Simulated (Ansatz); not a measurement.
# Br2ClHSi: how energies converge with the basis set

The task here is to estimate one member of a computed series from the others.

Method: one geometry, several basis sets; program: Ansatz 0.2.0, Gaussian basis.

The runs, in order: PBE0-D4/def2-SVP; ωB97M-V/def2-SVP; PBE0-D4/def2-QZVPP; ωB97M-V/def2-QZVPP; the functionals' def2-TZVPP values are taken from earlier runs.

## The relaxed structure

An earlier PBE0-D4 in a triple-zeta def2 set relaxation fixed the geometry.

5 atoms, charge 0, spin multiplicity 1.

Atoms are counted from 1 here; the program's logs count them from 0.

Bond lengths: Cl1–Si2 2.032 Å, Si2–Br3 2.197 Å, Si2–Br4 2.197 Å, Si2–H5 1.471 Å. Angles: Cl1–Si2–Br3 109.7°, Cl1–Si2–Br4 109.7°, Cl1–Si2–H5 109.1°, Br3–Si2–Br4 110.0°, Br3–Si2–H5 109.2°, Br4–Si2–H5 109.2°.

The first run:

in.yaml reads:

```yaml
crystal:
  periodic: [false, false, false]
  atoms:
    - {symbol: Cl, position_ang: [0.456293, 0.622006, 1.858318]}
    - {symbol: Si, position_ang: [0.013629, -0.140732, 0.027450]}
    - {symbol: Br, position_ang: [1.553992, 0.464696, -1.417522]}
    - {symbol: Br, position_ang: [-1.954545, 0.589226, -0.621135]}
    - {symbol: H, position_ang: [-0.019368, -1.608797, 0.111589]}
basis:
  gaussian: {orbitals: def2-SVP}
hamiltonian: {xc: pbe0, dispersion: d4}
output: {orbitals: {seedname: orbitals}}
```

Launch:

```bash
$ ansatz run in.yaml --threads 4 --pin off --events-out ev --progress --plain --max-ram 10444MiB
```

Among the steps run: PBE0-D4 in def2-SVP; ωB97M-V in def2-SVP; PBE0-D4 in def2-QZVPP; ωB97M-V in def2-QZVPP.

One table of the session follows, with a row left open; its other results are not shown here.

It belongs to the step «Functionals by basis». 

| functional | basis | HOMO (eV) |
| --- | --- | --- |
| PBE0-D4 | def2-SVP | -8.64 |
| PBE0-D4 | def2-TZVPP | -8.72 |
| PBE0-D4 | def2-QZVPP | ? |
| ωB97M-V | def2-SVP | -10.79 |
| ωB97M-V | def2-TZVPP | -10.90 |
| ωB97M-V | def2-QZVPP | -10.92 |

Q: Estimate the row for PBE0-D4, def2-QZVPP from the others.

The run gave: HOMO (eV): -8.74. In the column «HOMO (eV)» it lies between ωB97M-V, def2-SVP (-10.79) and PBE0-D4, def2-TZVPP (-8.72).
